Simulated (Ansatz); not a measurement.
I need energies of removing a hydrogen of C₄H₄O, SMILES O=C1C=CC1. Use Ansatz 0.2.0 through its Python package. Use (for the species named): r2scan0, 6-31G* basis, multiplicity 1.

```tsv
atom	x (Å)	y (Å)	z (Å)
O	2.0731	0.7172	-0.5181
C	0.9460	0.3697	-0.2371
C	-0.2971	1.1049	0.0553
C	-1.0008	-0.0385	0.2453
C	0.1889	-0.9487	-0.0313
H	-0.5621	2.1570	0.1036
H	-2.0362	-0.2468	0.5017
H	0.1316	-1.5711	-0.9287
H	0.5565	-1.5438	0.8093
```

The script, `run_bde.py`:
```python
"""Cost of removing each kind of hydrogen from C4H4O, fragments frozen."""

import ansatz as az

config = {
    "basis": "6-31G*",
    "xc": "r2scan0",
}


def single_point(molecule, charge=0, unpaired=0):
    calc = molecule.calculation().basis(gaussian=config["basis"]).functional(config["xc"])
    if charge:
        calc = calc.charge(charge)
    if unpaired:
        calc = calc.spin("collinear", total=unpaired)
    return calc.run(threads=1).report["free_energy_ev"]

def without(molecule, index):
    rest = az.Crystal.molecule()
    for i, site in enumerate(molecule.cartesian_sites):
        if i != index:
            rest = rest.atom(site.symbol, site.position_ang)
    return rest


def main() -> None:
    geometry = (
        az.Crystal.molecule()
        .atom("O", [2.0731, 0.7172, -0.5181])
        .atom("C", [0.946, 0.3697, -0.2371])
        .atom("C", [-0.2971, 1.1049, 0.0553])
        .atom("C", [-1.0008, -0.0385, 0.2453])
        .atom("C", [0.1889, -0.9487, -0.0313])
        .atom("H", [-0.5621, 2.157, 0.1036])
        .atom("H", [-2.0362, -0.2468, 0.5017])
        .atom("H", [0.1316, -1.5711, -0.9287])
        .atom("H", [0.5565, -1.5438, 0.8093])
    )

    whole = single_point(geometry, 0)
    hydrogen = single_point(az.Crystal.molecule().atom("H", (0, 0, 0)), 0, 1)
    print(f"E(molecule) = {whole:.5f} eV, E(H) = {hydrogen:.5f} eV")
    for index in [6, 8]:
        radical = single_point(without(geometry, index), 0, 1)
        print(f"H{index}: homolysis {23.060548 * (radical + hydrogen - whole):.1f} kcal/mol")


if __name__ == "__main__":
    main()
```

```console
$ python run_bde.py
E(molecule) = -6253.89316 eV, E(H) = -13.55743 eV
H6: homolysis 118.7 kcal/mol
H8: homolysis 105.5 kcal/mol
```

Reading the output:
- Total energies depend on the basis set; only differences at equal settings carry meaning.
- The geometry is a force-field or estimated start, not a minimum of this method, and the basis set is short of its limit. All parts are taken at fixed geometry, without zero-point energy.
- The expectation value of S² is noticeably off S(S+1) in at least one run, so that state is spin-contaminated.
- Run time: 22 s on 1 thread of Arm Neoverse V1, on a shared host, peak memory 0.29 GiB.
